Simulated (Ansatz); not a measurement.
Task: a comparison of enthalpies under pressure of two structures of CsH, with Ansatz 0.2.0 through its Python package. Give the script and its output. Level of theory (first run): r2SCAN, PAW, cutoff 653 eV, 4×4×4 k-points, Fermi-Dirac smearing of 0.01 eV.

`transition_csh.py`:
```python
"""Enthalpies of two structures of CsH under pressure."""

import warnings

import ansatz as az
import numpy as np
import pandas as pd


def zincblende(first, second, a):
    return (
        az.Lattice.fcc(a)
        .space_group(216)
        .atom(first, (0, 0, 0))
        .atom(second, (0.25, 0.25, 0.25))
        .primitive()
    )


def cscl(a_site, b_site, a):
    return (
        az.Lattice.cubic(a)
        .space_group(221)
        .atom(a_site, (0, 0, 0))
        .atom(b_site, (0.5, 0.5, 0.5))
    )


def solve(name, crystal, pressure=0.0):
    calc = (
        crystal.calculation()
        .functional("r2scan")
        .basis(24 * az.Ha)
        .kpoints(spacing=0.44)
        .occupations("fermi_dirac", width=0.01)
    )
    calc = calc.relax(force_tolerance=0.02, cell=True, pressure=pressure)
    return calc.run(threads=1, backend="cpu")


def volume_per_atom(outcome):
    return abs(np.linalg.det(outcome.lattice.cell_ang)) / len(outcome.lattice.sites)

warnings.simplefilter("ignore", az.DeckWarning)

phases = {}
phases["zincblende"] = zincblende("Cs", "H", 6.64)
phases["CsCl"] = cscl("Cs", "H", 3.82)

# H = E + PV, with 1 eV per cubic angstrom equal to 160.2 GPa
pressures = [0, 15, 30, 45]
enthalpy, volume = {name: [] for name in phases}, {name: [] for name in phases}
for p in pressures:
    for name, crystal in phases.items():
        o = solve(name, crystal, pressure=p)
        volume[name].append(volume_per_atom(o))
        enthalpy[name].append(o.report["energy_sigma0_ev"] / len(o.lattice.sites) + p * volume[name][-1] / 160.21766)
gap = np.array(enthalpy["CsCl"]) - np.array(enthalpy["zincblende"])
rows = [(p, va, vb, 1000 * d) for p, va, vb, d in zip(pressures, volume["zincblende"], volume["CsCl"], gap)]
print(pd.DataFrame(rows, columns=["P (GPa)", "V zincblende (A^3/atom)", "V CsCl (A^3/atom)", "H(CsCl) - H(zincblende) (meV/atom)"]).round(4).to_string(index=False))
crossings = [p0 - g0 * (p1 - p0) / (g1 - g0) for p0, p1, g0, g1 in zip(pressures, pressures[1:], gap, gap[1:]) if g0 * g1 < 0]
print("crossing near", [round(float(p), 1) for p in crossings], "GPa") if crossings else print("no crossing in this range")
```

```console
$ python transition_csh.py
 P (GPa)  V zincblende (A^3/atom)  V CsCl (A^3/atom)  H(CsCl) - H(zincblende) (meV/atom)
       0                  42.7338            27.8187                            -74.8986
      15                  20.8908            18.4387                           -621.3786
      30                  16.3587            15.7871                           -745.4874
      45                  13.8370            14.2798                           -746.5110
no crossing in this range
```

Total energies depend on the potentials; only differences at equal settings carry meaning. At a fixed pressure a relaxation lowers the enthalpy F + PV, while F alone can rise. For the metals among these phases the mesh is modest: differences between phases can be off by up to 40 meV an atom. Only these two structures are compared, at zero temperature and with their symmetry kept; either may be hypothetical, and another phase may be lower than both. Differences under about 40 meV an atom lie within the error of mesh and functional. The cells are prototypes set up for this calculation and needn't exist. Timing: 89 s on 1 thread of AMD EPYC 7B13 (Zen 3), on a shared host, peak memory 0.85 GiB.

(Lines on the test bed's own set-up are left out of the output.)
